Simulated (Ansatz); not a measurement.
# GeNH2 (quartet): from Hartree-Fock to the top rungs at distance Ge1–N2 = 2.535 Å, cc-pVDZ

An exercise on one series of results from a longer session: the logs are not shown, and one member is left open.

Computed with Ansatz 0.2.0, Gaussian basis. Level: cc-pVDZ, core rule «outside noble gas», up to 15 orbitals frozen.

To be run: UHF; CCSD(T) on ROHF; CCSD(T) on UHF; BCCD(T) on ROHF; CISD; CCSDT(Q) on ROHF; CCSDT(Q) on UHF; CASSCF and MRCISD+Q, 5 electrons in 5 orbitals; CASSCF and NEVPT2, 5 electrons in 5 orbitals.

31 further runs of the same task are left out: 6 for a known fault of the program, 18 that didn't finish, 7 set aside as unsound or not needed.

## The system

The geometry derives from a PBE0/def2-TZVP stationary point (not a proven minimum). One bond is set to the value named and the two fragments are kept rigid. No spin-orbit coupling is included. The filled d shell of Ge may be among the frozen orbitals whatever the setting's name suggests; the logs give the count.

4 atoms, charge 0, spin multiplicity 4.

Atoms are counted from 1 here; the program's logs count them from 0.

Bond lengths: N2–H3 1.021 Å, N2–H4 1.021 Å. Angles: H3–N2–H4 108.9°.

Set-up of the first run:

in.yaml reads:

```yaml
crystal:
  periodic: [false, false, false]
  atoms:
    - {symbol: Ge, position_ang: [0.000000, 0.000000, 0.471614]}
    - {symbol: N, position_ang: [0.000000, 0.000000, -2.063386]}
    - {symbol: H, position_ang: [0.000000, 0.830871, -2.657302]}
    - {symbol: H, position_ang: [0.000000, -0.830871, -2.657302]}
basis:
  gaussian: {orbitals: cc-pVDZ}
magnetization: {spin_polarized: true, initial_magnetization: 3}
hamiltonian: {xc: hf}
output: {orbitals: {seedname: orbitals}}
```

Started as:

```bash
ansatz run in.yaml --threads 1 --pin off --events-out ev --progress --plain --max-ram 2393MiB
```

Steps of the session up to this table: UHF; CCSD(T) on ROHF; CCSD(T) on UHF; BCCD(T) on ROHF; CISD; CCSDT(Q) on ROHF; CCSDT(Q) on UHF; CASSCF and MRCISD+Q, 5 electrons in 5 orbitals; CASSCF and NEVPT2, 5 electrons in 5 orbitals.

One table of the session follows, with a row left open; its other results are not shown here.

| method | from UCCSDT(Q) (kJ/mol) |
| --- | --- |
| ROHF | +618.2 |
| UHF | +596.6 |
| RMP2 | ? |
| UMP2 | +102.8 |
| CISD | +55.9 |
| RCCSD | +15.2 |
| UCCSD | +14.1 |
| RCCSD(T) | +3.7 |
| UCCSD(T) | +2.9 |
| BCCD(T) | +3.7 |
| RCCSDT | +1.7 |
| UCCSDT | +0.8 |
| RCCSDT(Q) | +0.9 |
| UCCSDT(Q) | 0 |
| CASSCF pair | +566.7 |
| MRCISD pair | +49.7 |
| MRCISD+Q pair | +2.7 |

**Question.** Estimate the row for RMP2.

**Answer.** from UCCSDT(Q) (kJ/mol): +102.7. In the column «from UCCSDT(Q) (kJ/mol)» it lies between CISD (+55.9) and UMP2 (+102.8).

Not comparable, so not listed: CASSCF and NEVPT2, 5 electrons in 5 orbitals (they don't share determinant, frozen orbitals or solution with the rows shown, or repeat one).

Limits of these values: Restricted and unrestricted rows rest on different reference determinants; where their highest levels disagree by more than a few hundredths of an eV, they describe different states and don't form one ladder. Warnings in the runs' records: passed over end.
